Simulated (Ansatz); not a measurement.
This script makes a ladder of basis sets of H₂Te, SMILES [TeH2] with Ansatz 0.2.0, Python API.

The script, `basis_h2te.py`:
```python
# -*- coding: utf-8 -*-
"""How the energy of H2Te converges with the basis."""

import ansatz as az

h2te = (
    az.Crystal.molecule()
    .atom("Te", [0.6527, -0.5107, 0.2933])
    .atom("H", [0.2466, 1.2308, 0.2714])
    .atom("H", [-0.9102, -0.785, -0.578])
)

model = h2te.calculation().functional("hf")

energies = {}
for basis in ["def2-SVP", "def2-SVPD", "def2-TZVP", "def2-TZVPP"]:
    data = model.basis(gaussian=basis).run().report
    size = data["n_frozen"] + data["n_occupied"][0] + data["n_virtual"][0]
    energies[basis] = (data["reference_energy_ev"] / 27.211386246, data["free_energy_ev"] / 27.211386246)
    print(f"{basis:14s} {size:4d} orbitals  reference {energies[basis][0]:14.6f} Ha  total {energies[basis][1]:14.6f} Ha")

last = energies["def2-TZVPP"][1]
for basis, (_, total) in energies.items():
    print(f"{basis:14s} lies {27.211386 * (total - last):9.4f} eV above def2-TZVPP")
```

How far does the total energy move along this ladder of basis sets?

Against def2-SVP: def2-SVPD -1.5 mHa, def2-TZVP -11.8 mHa and def2-TZVPP -12.6 mHa. The last step alone is -0.74 mHa (these two sets differ little on atoms other than hydrogen).

What the script printed:

```console
$ python basis_h2te.py
def2-SVP         36 orbitals  reference    -268.126774 Ha  total    -268.126774 Ha
def2-SVPD        51 orbitals  reference    -268.128250 Ha  total    -268.128250 Ha
def2-TZVP        62 orbitals  reference    -268.138596 Ha  total    -268.138596 Ha
def2-TZVPP       78 orbitals  reference    -268.139337 Ha  total    -268.139337 Ha
def2-SVP       lies    0.3418 eV above def2-TZVPP
def2-SVPD      lies    0.3017 eV above def2-TZVPP
def2-TZVP      lies    0.0201 eV above def2-TZVPP
def2-TZVPP     lies    0.0000 eV above def2-TZVPP
```

Caveats:
- The drop along the ladder measures the basis error, and is no property of the molecule.
- The geometry is a force-field or estimated start, not a minimum of this method, and the last set is no limit. Much of the fall in a total is atomic energy, which cancels in bond and reaction energies.
- def2 sets replace the cores of elements past krypton by effective core potentials.
- It ran for 3 s on 1 thread of Intel(R) Xeon(R) Processor @ 2.30GHz (shared host), peak memory 0.2 GiB.
